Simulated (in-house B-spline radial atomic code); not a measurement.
# Hf¹⁸⁺: binding energies from hole states

Aim: the cost of two holes at once in Hf¹⁸⁺, against the sum of the two single holes.

The numbers are computed with in-house B-spline radial atomic code version 1 (Dirac-Hartree-Fock, average of configuration, Fermi nucleus, basis-set limit), except any that are marked as measured or tabulated.

### 1 What is computed

| Item | Value |
| --- | --- |
| element | hafnium (Z = 72) |
| charge | +18 |
| electrons | 54 |
| configuration | [Kr] 4d10 4f8 |
| Hamiltonian | Dirac-Coulomb |
| nucleus | Fermi, rms radius 5.347 fm |

Outer shells as boxes (Hund's rule):

[Kr] 4d10 4f8
```
[Kr] core
4d [↑↓][↑↓][↑↓][↑↓][↑↓]
4f [↑↓][↑ ][↑ ][↑ ][↑ ][↑ ][↑ ]
```

The boxes draw the filling by Hund's rule, which heavy ions in jj coupling don't follow; these runs average over all states of the configuration.

Settings, as recorded:

```ini
Z = 72
electrons = 54.0
configuration = [Kr] 4d10 4f8
hamiltonian = dirac
method = hf
spin_polarised = False
nucleus = fermi
rms_radius = 5.347
mass_number = 180
atomic_mass = 179.946559537
speed_of_light = 137.035999084
```

The reference is known from an earlier run: -14970.076605 hartree in all. Up to eight levels, counted from the top:

```csv
orbital,occupation,energy (eV),<r> (bohr)
3d5/2,6,-2157.53,0.1905
4s1/2,2,-998.59,0.4605
4p1/2,2,-899.40,0.4649
4p3/2,4,-835.90,0.4921
4d3/2,4,-670.84,0.5018
4d5/2,6,-658.59,0.5109
4f5/2,3.42857,-457.97,0.5238
4f7/2,4.57143,-455.57,0.5282
```

Single holes known from earlier runs (ΔSCF): 1s 66135.7 eV, 2s 11792.6 eV, 3s 3088.37 eV, 3p1/2 2850.81 eV, 3d3/2 2194.53 eV, 4p3/2 832.55 eV, 4d3/2 667.54 eV, 4d5/2 655.48 eV.

### 2 The 2s and 3p1/2 holes

In configurations, a minus sign after the shell means j = l − 1/2 and a plus sign j = l + 1/2; the count of electrons follows.

Settings, as recorded:

```ini
Z = 72
electrons = 52.0
configuration = 1s2 2s1 2p6 3s2 3p-1 3p+4 3d10 4s2 4p6 4d10 4f8
hamiltonian = dirac
method = hf
spin_polarised = False
nucleus = fermi
rms_radius = 5.347
mass_number = 180
atomic_mass = 179.946559537
speed_of_light = 137.035999084
```

### 3 The 3p1/2 and 4p3/2 holes

Settings: those of step 2 with these lines changed.

```diff
@@ -2,3 +2,3 @@
 electrons = 52.0
-configuration = 1s2 2s1 2p6 3s2 3p-1 3p+4 3d10 4s2 4p6 4d10 4f8
+configuration = 1s2 2s2 2p6 3s2 3p-1 3p+4 3d10 4s2 4p-2 4p+3 4d10 4f8
 hamiltonian = dirac
```

### 4 The 4d5/2 and 4d3/2 holes

Settings: those of step 3 with these lines changed.

```diff
@@ -2,3 +2,3 @@
 electrons = 52.0
-configuration = 1s2 2s2 2p6 3s2 3p-1 3p+4 3d10 4s2 4p-2 4p+3 4d10 4f8
+configuration = 1s2 2s2 2p6 3s2 3p6 3d10 4s2 4p6 4d-3 4d+5 4f8
 hamiltonian = dirac
```

### 5 The 3s and 3d3/2 holes

Settings: those of step 4 with these lines changed.

```diff
@@ -2,3 +2,3 @@
 electrons = 52.0
-configuration = 1s2 2s2 2p6 3s2 3p6 3d10 4s2 4p6 4d-3 4d+5 4f8
+configuration = 1s2 2s2 2p6 3s1 3p6 3d-3 3d+6 4s2 4p6 4d10 4f8
 hamiltonian = dirac
```

### 6 The 1s and 1s holes

Settings: those of step 5 with these lines changed.

```diff
@@ -2,3 +2,3 @@
 electrons = 52.0
-configuration = 1s2 2s2 2p6 3s1 3p6 3d-3 3d+6 4s2 4p6 4d10 4f8
+configuration = 2s2 2p6 3s2 3p6 3d10 4s2 4p6 4d10 4f8
 hamiltonian = dirac
```

What does each hole state cost in eV, and how does that compare with the orbital energies or single holes?

**Answer**, as computed:

| two holes | ΔSCF (eV) | less the two single holes (eV) |
| --- | --- | --- |
| 2s and 3p1/2 | 14753.9 | 110.52 |
| 3p1/2 and 4p3/2 | 3732.46 | 49.10 |
| 4d5/2 and 4d3/2 | 1364.29 | 41.26 |
| 3s and 3d3/2 | 5366.02 | 83.12 |
| 1s and 1s | 133491.0 | 1219.62 |

**Reading.** Two holes cost more than the sum of each, because the second electron leaves a more charged ion. The excess runs from 41.3 eV (4d5/2 and 4d3/2) to 1219.6 eV (1s and 1s); it tends to be largest where both holes are compact. Values are for the free ion, measured from the vacuum level.
